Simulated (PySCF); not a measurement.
**Cu-: dipole response in aug-cc-pVDZ-PP with ECP10**

Aim: the static polarisability and the C₆ coefficient of Cu-, method by method.

Program: PySCF 2.14.0. Level of theory: unrestricted determinants in a Gaussian basis, no spin-orbit coupling in the energies. These are calculated values, not measurements, unless marked.

## (1) What is computed

```
Element     : copper (Z = 29)
Basis       : aug-cc-pVDZ-PP with ECP10MDF (5s5p4d2f, 54 functions)
Hamiltonian : a scalar-relativistic core potential
State 1     : Cu-: [Ar] 3d10 4s2, closed-shell 1S
Methods     : UHF, PBE, PBE0, BLYP, wB97M-V
```

The outer shells:

Cu- [Ar] 3d10 4s2
```
[Ar] core
3d [↑↓][↑↓][↑↓][↑↓][↑↓]
4s [↑↓]
```

One driver process ran all states and methods and kept the integrals in memory. Each run is shown as a PySCF script that sums up its settings (the driver passes frozen orbitals as a list and adds second-order terms of double hybrids); the logs are those of the runs themselves. The driver starts from symmetry-adapted Hartree-Fock orbitals, holds the occupation by maximum overlap and uses a logarithmic radial grid for functionals, so a plain start would take other cycles.

The integrals over 54 functions and the set-up took 0.33 s of CPU time.

## (2) Cu-, method by method

**UHF**

Input file input.py:

```python
from pyscf import gto, scf, dft, mp, cc
import basis_set_exchange as bse
txt = bse.get_basis("aug-cc-pVDZ-PP", elements=["Cu"], fmt="nwchem", header=False)
cut = txt.index("\nECP")
mol = gto.M(atom="Cu 0 0 0", charge=-1, spin=0, symmetry="D2h",
            basis=gto.basis.parse(txt[:cut]),
            ecp={"Cu": gto.basis.parse_ecp(txt[cut:])})
mf = scf.UHF(mol)
mf.irrep_nelec = {'Ag': (4, 4), 'B1g': (1, 1), 'B2g': (1, 1), 'B3g': (1, 1), 'B1u': (1, 1), 'B2u': (1, 1), 'B3u': (1, 1)}
mf.kernel()
```

Standard output:

```text
damping factor = 0
level_shift factor = 0
DIIS = <class 'pyscf.scf.diis.CDIIS'>
diis_start_cycle = 1
diis_space = 10
diis_damp = 0
SCF conv_tol = 1e-09
SCF conv_tol_grad = None
number electrons alpha = 10  beta = 10
cycle= 1 E= -196.164954464869  delta_E= 1.99e-12  |g|= 7.32e-06  |ddm|= 1.26e-05
converged SCF energy = -196.164954464869  <S^2> = -1.9539925e-14  2S+1 = 1
```

It used 1.2 s of CPU time after the integrals (shared host).

Orbital energies by shell (radii are means over both spins):

| shell | electrons | mean orbital energy (eV) | spread (eV) | rms radius (bohr) |
| --- | --- | --- | --- | --- |
| 3s | 2 | -136.48 | 0 | 0.767 |
| 3p | 6 | -87.549 | 0 | 0.818 |
| 3d | 10 | -7.423 | 0 | 1.17 |
| 4s | 2 | -0.543 | 0 | 5.00 |

⟨S²⟩ = 0.000, ⟨L²⟩ = 0.00.

The driver then solved the coupled dipole response at imaginary frequencies: mean α = 360.1 bohr³, C₆ = 6619 au for a like pair.

Energies and moments cover only the electrons outside the core potential.

**PBE**

input.py differs from the last one in:

```diff
@@ -7,3 +7,3 @@
             ecp={"Cu": gto.basis.parse_ecp(txt[cut:])})
-mf = scf.UHF(mol)
+mf = dft.UKS(mol, xc="PBE")
 mf.irrep_nelec = {'Ag': (4, 4), 'B1g': (1, 1), 'B2g': (1, 1), 'B3g': (1, 1), 'B1u': (1, 1), 'B2u': (1, 1), 'B3u': (1, 1)}
```

Standard output:

```text
damping factor = 0
level_shift factor = 0
DIIS = <class 'pyscf.scf.diis.CDIIS'>
diis_start_cycle = 1
diis_space = 10
diis_damp = 0
SCF conv_tol = 1e-09
SCF conv_tol_grad = None
number electrons alpha = 10  beta = 10
XC functionals = PBE
    J. P. Perdew, K. Burke, and M. Ernzerhof.,  Phys. Rev. Lett. 77, 3865 (1996)
    J. P. Perdew, K. Burke, and M. Ernzerhof.,  Phys. Rev. Lett. 78, 1396 (1997)
    J. P. Perdew, K. Burke, and M. Ernzerhof.,  Phys. Rev. Lett. 77, 3865 (1996)
    J. P. Perdew, K. Burke, and M. Ernzerhof.,  Phys. Rev. Lett. 78, 1396 (1997)
cycle= 1 E= -197.239811137119  delta_E= 0.0588  |g|= 0.759  |ddm|= 0.845
cycle= 2 E= -196.505894628258  delta_E= 0.734  |g|= 2.22  |ddm|= 2.03
cycle= 3 E= -197.335137423528  delta_E= -0.829  |g|= 0.185  |ddm|= 1.67
cycle= 4 E= -197.341869593116  delta_E= -0.00673  |g|= 0.0632  |ddm|= 0.204
cycle= 5 E= -197.343069289192  delta_E= -0.0012  |g|= 0.00411  |ddm|= 0.105
cycle= 6 E= -197.343087232439  delta_E= -1.79e-05  |g|= 0.00012  |ddm|= 0.0182
cycle= 7 E= -197.343087237502  delta_E= -5.06e-09  |g|= 1.39e-06  |ddm|= 0.000336
cycle= 8 E= -197.343087237502  delta_E= -3.98e-13  |g|= 1.82e-07  |ddm|= 1.71e-06
converged SCF energy = -197.343087237502  <S^2> = -1.4210855e-14  2S+1 = 1
```

CPU time 0.75 s on a shared host, the integrals not counted.

Energies and moments cover only the electrons outside the core potential. At PBE the highest occupied level has a positive energy, so only the finite basis holds that electron; in a density functional this comes from self-interaction and does not mean that the real anion is unbound.

**PBE0**

input.py differs from the last one in:

```diff
@@ -7,3 +7,3 @@
             ecp={"Cu": gto.basis.parse_ecp(txt[cut:])})
-mf = dft.UKS(mol, xc="PBE")
+mf = dft.UKS(mol, xc="PBE0")
 mf.irrep_nelec = {'Ag': (4, 4), 'B1g': (1, 1), 'B2g': (1, 1), 'B3g': (1, 1), 'B1u': (1, 1), 'B2u': (1, 1), 'B3u': (1, 1)}
```

Standard output:

```text
damping factor = 0
level_shift factor = 0
DIIS = <class 'pyscf.scf.diis.CDIIS'>
diis_start_cycle = 1
diis_space = 10
diis_damp = 0
SCF conv_tol = 1e-09
SCF conv_tol_grad = None
number electrons alpha = 10  beta = 10
XC functionals = PBE0
    C. Adamo and V. Barone.,  J. Chem. Phys. 110, 6158 (1999)
    M. Ernzerhof and G. E. Scuseria.,  J. Chem. Phys. 110, 5029 (1999)
cycle= 1 E= -197.250268564492  delta_E= -0.0101  |g|= 0.287  |ddm|= 0.494
cycle= 2 E= -197.170082554587  delta_E= 0.0802  |g|= 0.755  |ddm|= 0.763
cycle= 3 E= -197.263875088319  delta_E= -0.0938  |g|= 0.00415  |ddm|= 0.564
cycle= 4 E= -197.263875068775  delta_E= 1.95e-08  |g|= 0.00857  |ddm|= 0.0162
cycle= 5 E= -197.263890254032  delta_E= -1.52e-05  |g|= 0.000102  |ddm|= 0.00692
cycle= 6 E= -197.263890256099  delta_E= -2.07e-09  |g|= 1.1e-05  |ddm|= 0.000194
cycle= 7 E= -197.263890256118  delta_E= -1.85e-11  |g|= 2.42e-07  |ddm|= 1.42e-05
converged SCF energy = -197.263890256118  <S^2> = -1.0658141e-14  2S+1 = 1
```

CPU time 0.78 s on a shared host, the integrals not counted.

Energies and moments cover only the electrons outside the core potential. At PBE0 the highest occupied level has a positive energy, so only the finite basis holds that electron; in a density functional this comes from self-interaction and does not mean that the real anion is unbound.

**BLYP**

input.py differs from the last one in:

```diff
@@ -7,3 +7,3 @@
             ecp={"Cu": gto.basis.parse_ecp(txt[cut:])})
-mf = dft.UKS(mol, xc="PBE0")
+mf = dft.UKS(mol, xc="BLYP")
 mf.irrep_nelec = {'Ag': (4, 4), 'B1g': (1, 1), 'B2g': (1, 1), 'B3g': (1, 1), 'B1u': (1, 1), 'B2u': (1, 1), 'B3u': (1, 1)}
```

Standard output:

```text
damping factor = 0
level_shift factor = 0
DIIS = <class 'pyscf.scf.diis.CDIIS'>
diis_start_cycle = 1
diis_space = 10
diis_damp = 0
SCF conv_tol = 1e-09
SCF conv_tol_grad = None
number electrons alpha = 10  beta = 10
XC functionals = BLYP
    A. D. Becke.,  Phys. Rev. A 38, 3098 (1988)
    C. Lee, W. Yang, and R. G. Parr.,  Phys. Rev. B 37, 785 (1988)
    B. Miehlich, A. Savin, H. Stoll, and H. Preuss.,  Chem. Phys. Lett. 157, 200 (1989)
cycle= 1 E= -197.200348183972  delta_E= 0.0728  |g|= 0.822  |ddm|= 0.911
cycle= 2 E= -196.371717947121  delta_E= 0.829  |g|= 2.37  |ddm|= 2.17
cycle= 3 E= -197.311769069965  delta_E= -0.94  |g|= 0.211  |ddm|= 1.83
cycle= 4 E= -197.320378856889  delta_E= -0.00861  |g|= 0.0599  |ddm|= 0.174
cycle= 5 E= -197.321417092203  delta_E= -0.00104  |g|= 0.00526  |ddm|= 0.107
cycle= 6 E= -197.321453385369  delta_E= -3.63e-05  |g|= 0.00028  |ddm|= 0.027
cycle= 7 E= -197.321453403202  delta_E= -1.78e-08  |g|= 2.54e-06  |ddm|= 0.000576
cycle= 8 E= -197.321453403215  delta_E= -1.34e-11  |g|= 2.53e-07  |ddm|= 1.8e-05
converged SCF energy = -197.321453403215  <S^2> = -1.4210855e-14  2S+1 = 1
```

CPU time 0.78 s on a shared host, the integrals not counted.

Energies and moments cover only the electrons outside the core potential. At BLYP the highest occupied level has a positive energy, so only the finite basis holds that electron; in a density functional this comes from self-interaction and does not mean that the real anion is unbound.

**wB97M-V**

input.py differs from the last one in:

```diff
@@ -7,3 +7,3 @@
             ecp={"Cu": gto.basis.parse_ecp(txt[cut:])})
-mf = dft.UKS(mol, xc="BLYP")
+mf = dft.UKS(mol, xc="WB97M_V")
 mf.irrep_nelec = {'Ag': (4, 4), 'B1g': (1, 1), 'B2g': (1, 1), 'B3g': (1, 1), 'B1u': (1, 1), 'B2u': (1, 1), 'B3u': (1, 1)}
```

Standard output:

```text
damping factor = 0
level_shift factor = 0
DIIS = <class 'pyscf.scf.diis.CDIIS'>
diis_start_cycle = 1
diis_space = 10
diis_damp = 0
SCF conv_tol = 1e-09
SCF conv_tol_grad = None
number electrons alpha = 10  beta = 10
XC functionals = WB97M_V
    N. Mardirossian and M. Head-Gordon.,  J. Chem. Phys. 144, 214110 (2016)
NLC functional = WB97M_V
cycle= 1 E= -197.145779252473  delta_E= -0.013  |g|= 0.243  |ddm|= 0.384
cycle= 2 E= -197.11917552226  delta_E= 0.0266  |g|= 0.494  |ddm|= 0.633
cycle= 3 E= -197.1566105305  delta_E= -0.0374  |g|= 0.0152  |ddm|= 0.414
cycle= 4 E= -197.156874385239  delta_E= -0.000264  |g|= 0.0153  |ddm|= 0.0645
cycle= 5 E= -197.156963660722  delta_E= -8.93e-05  |g|= 0.000503  |ddm|= 0.0486
cycle= 6 E= -197.156963955797  delta_E= -2.95e-07  |g|= 9.84e-05  |ddm|= 0.00366
cycle= 7 E= -197.156963958886  delta_E= -3.09e-09  |g|= 8.58e-06  |ddm|= 0.000186
cycle= 8 E= -197.156963958989  delta_E= -1.04e-10  |g|= 2.58e-07  |ddm|= 7.88e-05
converged SCF energy = -197.156963958989  <S^2> = -1.4210855e-14  2S+1 = 1
```

CPU time 6.3 s on a shared host, the integrals not counted.

The driver then solved the coupled dipole response at imaginary frequencies: mean α = 234.3 bohr³, C₆ = 3325 au for a like pair.

Radial density 4πr²ρ of Cu- at UHF, the electrons outside the core potential:

| r (bohr) | density |
| --- | --- |
| 0.00676 | 1.47e-05 |
| 0.0114 | 4.14e-05 |
| 0.0191 | 0.000120 |
| 0.0322 | 0.000489 |
| 0.0541 | 0.00463 |
| 0.0911 | 0.0629 |
| 0.153 | 0.632 |
| 0.258 | 4.06 |
| 0.433 | 16.5 |
| 0.729 | 20.9 |
| 1.23 | 6.96 |
| 2.06 | 1.47 |
| 3.47 | 0.515 |
| 5.84 | 0.206 |
| 9.82 | 0.0365 |
| 16.5 | 0.000204 |

## (3) Polarisabilities and C₆

Cu-, in atomic units:

| method | mean α | C₆ (like pair) | S(−4) |
| --- | --- | --- | --- |
| UHF | 360.1 | 6619 | 83960 |
| wB97M-V | 234.3 | 3325 | 41650 |

α(iu) at wB97M-V:

| u (hartree) | α(iu) (bohr³) |
| --- | --- |
| 0 | 234.3 |
| 0.0500 | 164.5 |
| 0.100 | 92.10 |
| 0.200 | 37.82 |
| 0.300 | 20.52 |
| 0.500 | 9.137 |
| 0.750 | 4.908 |
| 1.00 | 3.275 |
| 1.50 | 1.979 |
| 2.00 | 1.432 |
| 3.00 | 0.9037 |
| 5.00 | 0.4601 |

## (4) Results

| quantity | value |
| --- | --- |
| α of Cu- | 234.3 (wB97M-V) to 360.1 (UHF) bohr³ |

**Reading.** A single London oscillator with the computed α and C₆ of Cu- at UHF would have ω = 4 C₆ / (3 α²) = 0.0681 hartree. All values hold for this basis alone; no basis-set limit was taken.
